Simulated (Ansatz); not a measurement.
# Ni (Ni, hcp): the cost of one run

Computed with Ansatz 0.2.0 (DFT BLYP, plane waves (420 eV) with PAW, scalar-relativistic; PAW files made under PBE, frozen cores solved again for the functional, unless a step says otherwise).

### Step 1. The structure to begin with

Symmetry: P6_3/mmc, No. 194, hexagonal system. The conventional cell has a = 2.492 Å, b = 2.492 Å, c = 4.069 Å, α = 90.00°, β = 90.00°, γ = 120.00°. Ni (site symmetry -6m2) has 12 Ni at 2.49 Å as nearest neighbours.

Structure file:

```cif
data_structure
_symmetry_space_group_name_H-M 'P6_3/mmc'
_symmetry_Int_Tables_number 194
_cell_length_a 2.4918
_cell_length_b 2.4918
_cell_length_c 4.0690
_cell_angle_alpha 90.000
_cell_angle_beta 90.000
_cell_angle_gamma 120.000
_cell_volume 21.88
loop_
_atom_site_label
_atom_site_type_symbol
_atom_site_symmetry_multiplicity
_atom_site_Wyckoff_symbol
_atom_site_fract_x
_atom_site_fract_y
_atom_site_fract_z
_atom_site_occupancy
Ni1 Ni 2 c 0.33333 0.66667 0.25000 1
```

Starting moments (μB): +0.8, -0.8.

### Step 2. Geometry optimisation

File input.yaml:

```yaml
crystal:
  lattice:
    - [2.491755966, 0.0, 0.0]
    - [-1.245877983, 2.1579239666, 0.0]
    - [0.0, 0.0, 4.0690374925]
  atoms:
    - { symbol: Ni, position: [0.3333333333, 0.6666666667, 0.25], spin: 0.8 }
    - { symbol: Ni, position: [0.6666666667, 0.3333333333, 0.75], spin: -0.8 }
hamiltonian:
  xc: blyp
  pseudopotentials:
    kind: paw
    azcp:
      Ni: "pseudopotentials/Ni.paw.azcp"
basis:
  ecutwfc: 420
  fft_grid_basis: typed
kpoints:
  mp_grid: { grid: [14, 14, 8], shift: [0, 0, 0] }
magnetization:
  spin_polarized: true
scf:
  occupations: { method: fermi_dirac, width: 0.05 }
relax:
  max_steps: 60
  f_tol: 0.01
  cell: {}
```

What time and memory should one allow on 2 threads of Arm Neoverse V1, shared host?

About 79 s, with a peak of 0.43 GiB.
